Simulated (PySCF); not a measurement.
# C4H9NOSi: the cost of one run

Computed with PySCF 2.14.0, with density-fitted response routines of our own, on a single molecule in the gas phase. Atoms are numbered from 0 throughout.

### Step 1. Starting geometry

16 atoms, charge 0, multiplicity 1; geometry from: GFN2-xTB.

Bonds of the start (Å): C0–C1 1.32, C1–C2 1.50, C2–N3 1.45, N3–C4 1.35, C4–O5 1.22, C4–Si6 1.92, C0–H7 1.08, C0–H8 1.08, C1–H9 1.08, C2–H10 1.10, C2–H11 1.10, N3–H12 1.01, Si6–H13 1.47, Si6–H14 1.46, Si6–H15 1.46.

### Step 2. Excited states and response: wB97X-D/def2-SVPD

The job: settings as JSON, then the geometry in Å.

```
{"job": {"kind": "uv", "xc": "wB97X-D", "basis": "def2-SVPD", "nstates": 8, "ntriplets": 3}, "charge": 0, "multiplicity": 1}
C     -3.094735     0.461801     0.608626
C     -1.981946    -0.200164     0.353205
C     -0.977059     0.211268    -0.675805
N      0.363552     0.249109    -0.120901
C      1.392265    -0.475120    -0.614075
O      1.263643    -1.203117    -1.584127
Si     3.097111    -0.277369     0.244587
H     -3.354855     1.359043     0.070850
H     -3.799553     0.130477     1.351418
H     -1.733346    -1.101077     0.898465
H     -1.238064     1.188518    -1.097965
H     -0.936910    -0.526236    -1.485493
H      0.508414     0.827141     0.691231
H      2.859422     0.108227     1.641556
H      3.810373    -1.543104     0.144704
H      3.814089     0.799548    -0.437687
```

With the program's defaults for keys left out, this is: TDDFT wB97X-D/def2-SVPD, vertical, gas phase, core orbitals frozen in the response.

Command:

```sh
OMP_NUM_THREADS=1 python probes_run.py task.json out
```

The driver reads the jobs from task.json and runs them one after another.

Q: Estimate the wall time and peak memory of this job on 1 thread of Arm Neoverse N1, shared host.

About 94 s, with a peak of 0.91 GiB.
